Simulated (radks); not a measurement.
**Ni⁺ in [Ar] 3d9: an all-electron calculation**

An exercise on one series of results from a longer session: the logs are not shown, and one member is left open.

Method: non-relativistic Kohn-Sham, XLYP, spin-polarised, spherical densities, point nucleus; open shells are filled with parallel spins first. Code: radks (a radial shooting solver on a logarithmic mesh, Libxc functionals) version 1.

## Starting point

- element: nickel (Z = 28)
- charge: +1
- electrons: 27
- configuration: [Ar] 3d9

The outer shells:

Ni⁺
```
[Ar] core
3d [↑↓][↑↓][↑↓][↑↓][↑ ]
```

The first run:

The run's settings:

```text
Z 28
configuration [Ar] 3d9 4s0 4p0 4d0 4f0
relativity non-relativistic
functional xlyp
spin polarised
nucleus point
```

Started as:

```
> python run_ks.py task.json out
```

All runs below come from this command, one after another.

One of the session's tables, all rows but one given; the rest of the session is left out.

It belongs to the step «Radial structure». Sizes of the orbitals, from the radial functions (bohr):

```
  level      <r>  outermost maximum (interpolated)  90 % within  nodes
1s down  0.05483                            0.0361       0.0976      0
  1s up  0.05483                            0.0361       0.0976      0
  2s up   0.2483                             0.208        0.384      1
2s down        ?                                 ?            ?      ?
  2p up   0.2166                             0.166        0.354      0
2p down   0.2165                             0.166        0.354      0
  3s up   0.7533                             0.648         1.13      2
3s down   0.7541                             0.648         1.13      2
  3p up   0.7887                             0.651         1.22      1
3p down   0.7901                             0.652         1.22      1
  3d up    1.060                             0.634         1.91      0
3d down    1.084                             0.637         1.96      0
  4s up    2.709                              2.24         4.09      3
4s down    2.736                              2.26         4.13      3
  4p up    3.511                              2.90         5.34      2
4p down    3.552                              2.93         5.40      2
```

**Question.** Estimate the row for 2s down.

**Answer.** <r>: 0.2482; outermost maximum (interpolated): 0.208; 90 % within: 0.384; nodes: 1. In the column «<r>» it lies between 2p up (0.2166) and 2s up (0.2483).

Caveats from the session: Open shells are spherical and high-spin; term and fine-structure splittings are not resolved.
